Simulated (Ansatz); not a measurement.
# Ni: the cost of one run

Method: DFT PBEsol, scalar-relativistic, plane waves, PAW, in Ansatz 0.2.0.

## 1. The starting structure

The structure is cubic, space group Fm-3m (No. 225). Conventional cell: a = 3.524 Å, b = 3.524 Å, c = 3.524 Å, α = 90.00°, β = 90.00°, γ = 90.00°. Around Ni (site symmetry m-3m) lie 12 Ni at 2.49 Å.

Coordinates:

```
Ni
1.0
     0.00000    1.76194    1.76194
     1.76194    0.00000    1.76194
     1.76194    1.76194    0.00000
Ni
1
Direct
  0.00000 0.00000 0.00000
```

Source of the structure: the Crystallography Open Database.

(A quick probe on a coarse mesh, which set the mesh and smearing, is not shown.)

## 3. Coarse relaxation

Input file input.yaml:

```yaml
crystal:
  lattice:
    - [0.0, 1.761935, 1.761935]
    - [1.761935, 0.0, 1.761935]
    - [1.761935, 1.761935, 0.0]
  atoms:
    - { symbol: Ni, position: [0.0, 0.0, 0.0], spin: 0.81 }
basis:
  ecutwfc: 420
kpoints:
  mp_grid: { grid: [10, 10, 10] }
hamiltonian:
  xc: pbesol
scf:
  occupations: { method: gaussian, width: 0.1 }
output:
  forces: true
  stress: true
  eigenvalues: true
  populations: true
magnetization:
  spin_polarized: true
relax:
  adjacent_minimum: "off"
  f_tol: 0.05
  max_steps: 80
  cell: { stress_tol: 0.5 }
```

On the command line:

```bash
> ansatz run input.yaml --threads 2 --pin off --max-ram 5120MiB --backend cpu --events-out ev --progress --plain --runs-dir out
```

What time and memory should one allow on 2 threads of AMD EPYC 7R43 (Zen 3), shared host?

About 9.3 s, with a peak of 0.34 GiB.
